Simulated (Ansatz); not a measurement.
# NbTe (Pm-3m) in Ansatz: a series of runs

The runs below take NbTe through single point, with PBE.

Everything below comes from runs of Ansatz 0.2.0. Logs are shortened: lines on timing, memory, paths and dates and some standing lists are left out, and cuts for length are marked.

## 1. The crystal as given

Symmetry: Pm-3m, No. 221, cubic system. The conventional cell has a = 3.426 Å, b = 3.426 Å, c = 3.426 Å, α = 90.00°, β = 90.00°, γ = 90.00°. Around Nb (site symmetry m-3m) lie 8 Te at 2.97 Å. Around Te (site symmetry m-3m) lie 8 Nb at 2.97 Å.

The cell was built by a generator and needn't be a form met in nature.

## 2. Single point, PBE

input.yaml reads:

```yaml
crystal:
  lattice:
    - [3.4257, 0.0, 0.0]
    - [0.0, 3.4257, 0.0]
    - [0.0, 0.0, 3.4257]
  atoms:
    - { symbol: Nb, position: [0.5, 0.5, 0.5] }
    - { symbol: Te, position: [0.0, 0.0, 0.0] }
hamiltonian:
  xc: pbe
  pseudopotentials: { kind: paw }
kpoints:
  mp_grid: { grid: [8, 8, 8] }
scf:
  occupations: { method: gaussian, width: 0.025 }
output:
  forces: true
  stress: true
  eigenvalues: true
```

Potentials or basis: Ansatz PAW.

Command:

```bash
> ansatz run input.yaml --threads 2 --pin off --max-ram 5632MiB --backend cpu --events-out ev --progress --plain --runs-dir out
```

Log:

```text
Warning: RAYON_NUM_THREADS=2 ignored (pool sized by the plan → 2); use --threads N
Engine: ansatz 0.2.0, x86_64-unknown-linux-gnu
Pseudopotentials: kind: paw
Pseudopotential: Nb, paw, valence charge 13, recommended cutoff 420 eV (normal), Nb.paw.azcp
Pseudopotential: Te, paw, valence charge 16, recommended cutoff 420 eV (normal), Te.paw.azcp
Functional definition: PBE
  parameter kappa = 0.804
  parameter beta = 0.06672455060314922
  exchange = pbe_x(kappa = kappa, mu = beta*pi^2/3)
  correlation = pbe_c(beta = beta)
Crystal: 2 atoms, lattice volume = 40.202 Å³
Basis set: ecut = 420 eV, 751 PW (Γ), exchange–correlation on 48×48×48 points (8 copies of the dense FFT grid, shifted against one another)
Bands: 19, of which v1, the nominal top of the filled ones, is band 15 counted from 1 (14 counted from 0)
Symmetry: 48 space group operations
Space group: Pm-3m (ITA 221), of the structure as read, at distance tolerance 3.4e-5 Å
k-points: 35 of 512
Non-local potential: Nb, projectors of the file, l = 0: 3, l = 1: 2, l = 2: 2, l = 3: 1
Non-local potential: Te, projectors of the file, l = 0: 2, l = 1: 2, l = 2: 2, l = 3: 2
PAW form: soft (Blöchl's): semilocal exchange-correlation on the pseudo side does not see the compensation charge
PAW one-centre angular grid: Nb, 590 points (default); XC on 64 Gauss nodes
PAW one-centre angular grid: Te, 590 points (default); XC on 64 Gauss nodes
Initial density: superposition of atomic densities (neutral atoms: chi_scale 0, normalization atom), corrected by the library's trained network
Initial wavefunctions: pseudopotential atomic-orbital guess
Functional: x = pbe(κ = 0.804, μ = 0.2195149727645171), c = pbe(β = 0.06672455060314922)
SCF iter   1: F=—  HF=-11532.367741 eV  |F-HF|=—  |Δ(HF+E_count)|=         —  Δρ=3.44e-3  dr2=3.36e-3  ethr=1.77e-3  ⟨swp⟩=6.1  Hψ=3401  notcnv=0
preconditioner: auto → none  [metal: Δε(μ)=0.024 eV  Ē_g=7.635 eV  σ=0.025 eV  W_gap=0.49  n_scr=6 (ndim 8)  ℏωp=19.4 eV  f_vac=0.000  D(μ)=2.05/eV (n_scr^D=18)  sad-step TF]
SCF iter   2: F=—  HF=-11532.367705 eV  |F-HF|=—  |Δ(HF+E_count)|=   3.63e-5  Δρ=2.25e-3  dr2=1.60e-3  ethr=1.16e-5  ⟨swp⟩=2.1  Hψ=1276  notcnv=0
SCF iter   3: F=—  HF=-11532.367975 eV  |F-HF|=—  |Δ(HF+E_count)|=   2.70e-4  Δρ=7.12e-4  dr2=1.68e-4  ethr=5.52e-6  ⟨swp⟩=2.0  Hψ=824  notcnv=0  defer=1
SCF iter   4: F=—  HF=-11532.367868 eV  |F-HF|=—  |Δ(HF+E_count)|=   1.08e-4  Δρ=2.75e-4  dr2=1.62e-5  ethr=5.78e-7  ⟨swp⟩=2.0  Hψ=1077  notcnv=0  defer=1
SCF iter   5: F=—  HF=-11532.367833 eV  |F-HF|=—  |Δ(HF+E_count)|=   3.48e-5  Δρ=2.58e-5  dr2=9.59e-8  ethr=5.59e-8  ⟨swp⟩=2.0  Hψ=1086  notcnv=0  defer=1
SCF iter   6: F=-11532.367833 eV  HF=-11532.367833 eV  |F-HF|=8.52e-9  |Δ(HF+E_count)|=   1.42e-7  Δρ=6.22e-6  dr2=1.40e-8  ethr=3.31e-10  ⟨swp⟩=4.1  Hψ=2701  notcnv=0
SCF 1 converged in 6 iterations: F = -11532.367833 eV  dr2 = 1.40e-8
SCF converged after 6 iterations
Free energy (F): -11532.367833 eV
Harris-Foulkes:  -11532.367833 eV  (|F-HF|=8.52e-9)
Internal energy: -11532.367177 eV  (E = F + TS)
E sigma→0 (E₀):  -11532.367505 eV
Entropy (-TS):   -0.000656 eV (-0.328 meV/atom)
Fermi energy:    17.374245 eV
--- Per-component energies (eV) ---
  E_band       = -226.256517
  E_kinetic    = 576.689241
  E_local      = -1487.573061  (includes V_loc(G=0)·N_el)
  E_nonlocal   = -188.740519
  E_hartree    = 840.454043
  E_xc         = -300.550876
  E_vxc        = -318.341084  (∫ρ·V_xc dr)
  E_paw        = -7737.156453  (= ΣΔE_a)
  E_vpaw       = -489.201439  (= ΣTr[D̂ρ^β])
  E_aug_tail   = -0.000157  (compensation charges beyond the density's cutoff)
  E_ewald      = -3235.489395
  E_smearing   = -0.000656  (= −TS)
  E_closure    = 0.000000  (closes the sum)
  Σ components = -11532.367833   (vs F -11532.367833, Δ=0.00e0)
--- Forces (eV/Å), atoms counted from 1 ---
  atom   1  Nb     0.00000000     0.00000000    -0.00000000
  atom   2  Te    -0.00000000    -0.00000000    -0.00000000
  max |Σ_I F_I| component: 5.00e-29 eV/Å
--- Stress (GPa, compression-positive) ---
       -0.106942      -0.000000       0.000000
        0.000000      -0.106942       0.000000
        0.000000       0.000000      -0.106942
  P = ⅓ Tr σ = -0.1069 GPa (-1.069 kbar)
--- Band table (eV; the first three rows and the last of 35) ---
  k-point 0: bands = ["-37.8770", "-20.3661", "-20.3661", "-20.3408", "-20.3408", "-20.3408", "-13.8964", "-13.8964", "-13.8964", "2.9941", "14.7201", "14.7201", "16.1670", "16.1670", "16.1670", "18.4383", "18.4383", "18.4383", "20.9377"]
  k-point 1: bands = ["-37.8752", "-20.3660", "-20.3620", "-20.3424", "-20.3424", "-20.3407", "-13.9260", "-13.8926", "-13.8926", "3.1801", "13.7600", "14.8129", "15.8002", "15.8002", "16.4371", "18.4599", "18.9501", "18.9501", "21.7969"]
  k-point 2: bands = ["-37.8708", "-20.3656", "-20.3519", "-20.3462", "-20.3462", "-20.3404", "-13.9968", "-13.8833", "-13.8833", "3.6949", "11.9034", "15.0582", "15.1880", "15.1880", "17.3814", "18.5129", "20.0338", "20.0338", "22.8247"]
  k-point 34: bands = ["-37.8409", "-20.3621", "-20.3621", "-20.3621", "-20.3215", "-20.3215", "-14.0211", "-14.0211", "-14.0211", "7.0648", "10.9474", "10.9474", "10.9474", "19.4458", "19.4458", "19.4458", "19.9821", "19.9821", "22.1972"]
```

Wall time 1.5 s (2 threads of Intel Xeon at 2.70GHz, shared host); peak memory 0.34 GiB.

Results:

```yaml
Free_energy: -11532.3678 eV
Pressure: -0.1 GPa
Band_gap_on_the_k_mesh: none (metal or under the smearing width)
```

Spin-orbit coupling is left out, which matters for the levels of Te.

## 3. Single point, PBE

input.yaml, as its differences from that of step 2:

```diff
@@ -14,3 +14,3 @@
 scf:
-  occupations: { method: gaussian, width: 0.025 }
+  occupations: { method: gaussian, width: 0.026 }
 output:
@@ -19 +19,5 @@
   eigenvalues: true
+  write_density: true
+  write_potential: true
+  elf: true
+  volumetric_format: npy
```

Potentials or basis: Ansatz PAW.

Command:

```bash
> ansatz run input.yaml --threads 2 --pin off --max-ram 5632MiB --backend cpu --events-out ev --progress --plain --runs-dir out
```

Run time: 2 s. Hardware: 2 threads of Intel Xeon at 2.70GHz, shared host; peak memory 0.35 GiB.

Results (log left out):

* Free energy: -11532.3679 eV
* Pressure: -0.1 GPa
* Band gap on the k mesh: none (metal or under the smearing width)

Levels at points of the mesh, in eV from the Fermi level:
```
              k point  band 10  band 11  band 12  band 13  band 14  band 15  band 16  band 17  band 18  band 19
   (0.00, 0.00, 0.00)   -14.38    -2.65    -2.65    -1.21    -1.21    -1.21     1.06     1.06     1.06     3.56
  (0.00, 0.00, -0.50)   -12.64    -7.81    -2.80    -2.80    -1.90     1.22     2.28     4.57     4.77     4.77
 (0.00, -0.50, -0.50)   -12.06    -5.54    -5.54    -2.61    -0.36    -0.36     0.60     1.21     2.50     4.07
(-0.50, -0.50, -0.50)   -10.31    -6.43    -6.43    -6.43     2.07     2.07     2.07     2.61     2.61     4.82
```

Spin-orbit coupling is left out, which matters for the levels of Te.

## 4. Single point, PBE

input.yaml, as its differences from that of step 3:

```diff
@@ -14,3 +14,3 @@
 scf:
-  occupations: { method: gaussian, width: 0.026 }
+  occupations: { method: gaussian, width: 0.027 }
 output:
@@ -19,5 +19 @@
   eigenvalues: true
-  write_density: true
-  write_potential: true
-  elf: true
-  volumetric_format: npy
```

Command:

```bash
> ansatz run input.yaml --threads 2 --pin off --max-ram 5632MiB --backend cpu --events-out ev --progress --plain --runs-dir out
```

Run time: 1.5 s. Hardware: 2 threads of Intel Xeon at 2.70GHz, shared host; peak memory 0.34 GiB.

The run converged. Its results:

```
Free energy            : -11532.3679 eV
Pressure               : -0.1 GPa
Band gap on the k mesh : none (metal or under the smearing width)
```

Levels at points of the mesh, in eV from the Fermi level:
| k point | band 10 | band 11 | band 12 | band 13 | band 14 | band 15 | band 16 | band 17 | band 18 | band 19 |
| --- | --- | --- | --- | --- | --- | --- | --- | --- | --- | --- |
| (0.00, 0.00, 0.00) | -14.38 | -2.66 | -2.66 | -1.21 | -1.21 | -1.21 | 1.06 | 1.06 | 1.06 | 3.56 |
| (0.00, 0.00, -0.50) | -12.64 | -7.81 | -2.80 | -2.80 | -1.90 | 1.22 | 2.27 | 4.57 | 4.77 | 4.77 |
| (0.00, -0.50, -0.50) | -12.06 | -5.54 | -5.54 | -2.61 | -0.36 | -0.36 | 0.60 | 1.21 | 2.50 | 4.07 |
| (-0.50, -0.50, -0.50) | -10.31 | -6.43 | -6.43 | -6.43 | 2.07 | 2.07 | 2.07 | 2.61 | 2.61 | 4.82 |

Spin-orbit coupling is left out, which matters for the levels of Te.

## 5. Single point, PBE

input.yaml, as its differences from that of step 4:

```diff
@@ -14,3 +14,3 @@
 scf:
-  occupations: { method: gaussian, width: 0.027 }
+  occupations: { method: gaussian, width: 0.028 }
 output:
```

Command:

```bash
> ansatz run input.yaml --threads 2 --pin off --max-ram 5632MiB --backend cpu --events-out ev --progress --plain --runs-dir out
```

Wall time 1.5 s (2 threads of Intel Xeon at 2.70GHz, shared host); peak memory 0.34 GiB.

Results (log left out):

```yaml
Free_energy: -11532.3679 eV
Pressure: -0.1 GPa
Band_gap_on_the_k_mesh: none (metal or under the smearing width)
```

Levels at points of the mesh, in eV from the Fermi level:
| k point | band 12 | band 13 | band 14 | band 15 | band 16 | band 17 |
| --- | --- | --- | --- | --- | --- | --- |
| (0.00, 0.00, 0.00) | -2.66 | -1.21 | -1.21 | -1.21 | 1.06 | 1.06 |
| (0.00, 0.00, -0.50) | -2.80 | -2.80 | -1.90 | 1.21 | 2.27 | 4.57 |
| (0.00, -0.50, -0.50) | -5.54 | -2.61 | -0.36 | -0.36 | 0.60 | 1.20 |
| (-0.50, -0.50, -0.50) | -6.43 | -6.43 | 2.07 | 2.07 | 2.07 | 2.61 |

## 6. Summary

| smearing | gap on the mesh (eV) | pressure (GPa) |
| --- | --- | --- |
| gaussian 0.025 eV | none | -0.1 |
| gaussian 0.026 eV | none | -0.1 |
| gaussian 0.027 eV | none | -0.1 |
| gaussian 0.028 eV | none | -0.1 |

Alike in all rows: task single point; level PBE; potentials or basis Ansatz PAW; no spin polarisation; cell as given; k mesh 8 × 8 × 8; cutoff (eV) 420.

Every run on the cell as given and a fine mesh finds a metal.

Total energies depend on the potentials used, so only differences within one code and one set of settings carry meaning.
